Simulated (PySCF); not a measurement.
# H3O3Pb (Pb(OH)3+): the cost of one run

The runs use PySCF 2.14.0; r2SCAN, Pb def2-SVP with ECP60, O def2-SVP, H def2-SVP; scalar-relativistic core potentials, no spin–orbit coupling.

4 further runs of the same task are left out: 2 for a known fault of the program, 2 set aside as unsound or not needed.

### 1 The starting structure

7 atoms, charge 1, spin multiplicity 1.

Bond lengths: Pb1–O2 2.051 Å, Pb1–O4 2.051 Å, Pb1–O6 2.051 Å, O2–H3 0.980 Å, O4–H5 0.980 Å, O6–H7 0.980 Å. Angles: O2–Pb1–O4 120.0°, O2–Pb1–O6 120.0°, O4–Pb1–O6 120.0°, Pb1–O2–H3 110.2°, Pb1–O4–H5 110.2°, Pb1–O6–H7 110.2°.

Geometry (Å):

```
Pb    0.00000    0.00000    0.06347
O     2.02175    0.34765    0.06493
H     2.51126   -0.50170    0.06429
O    -1.31195    1.57706    0.06493
H    -0.82114    2.42566    0.06429
O    -0.70980   -1.92471    0.06493
H    -1.69011   -1.92396    0.06429
```

Formal oxidation states: Pb +4. An earlier session relaxed this geometry at r2SCAN, Pb def2-SVP with ECP60, O def2-SVP, H def2-SVP (singlet, point group C3h).

Its energy there is -419.802190 Eh.

### 2 Atoms moved at random, σ = 0.03 Å

File run.py (the lines that set the calculation):

```python
mol = gto.M(atom='''
Pb    -0.01880     0.03598     0.02981
O      2.02284     0.36685     0.06755
H      2.52099    -0.45984     0.12352
O     -1.30874     1.57931     0.09104
H     -0.81269     2.39918     0.09417
O     -0.70699    -1.93724     0.03129
H     -1.69661    -1.98425     0.01373''',
    basis={'Pb': 'def2-SVP', 'O': 'def2-SVP', 'H': 'def2-SVP'},
    ecp={'Pb': 'def2-SVP'},
    charge=1, spin=0)
mf = dft.RKS(mol, xc='R2SCAN')
mf.grids.atom_grid = (50, 194)
mf = mf.density_fit()  # fitting sets: Pb def2-universal-JKFIT, O def2-universal-JKFIT, H def2-universal-JKFIT
mf.conv_tol = 1e-08; mf.max_cycle = 55
mf.kernel(dm0)  # dm0: the density of the relaxed state
```

Command:

```
$ OMP_NUM_THREADS=2 python run.py
```

**Question.** How long does this run take on 2 threads of AMD EPYC, shared host?

About 7.7 s.
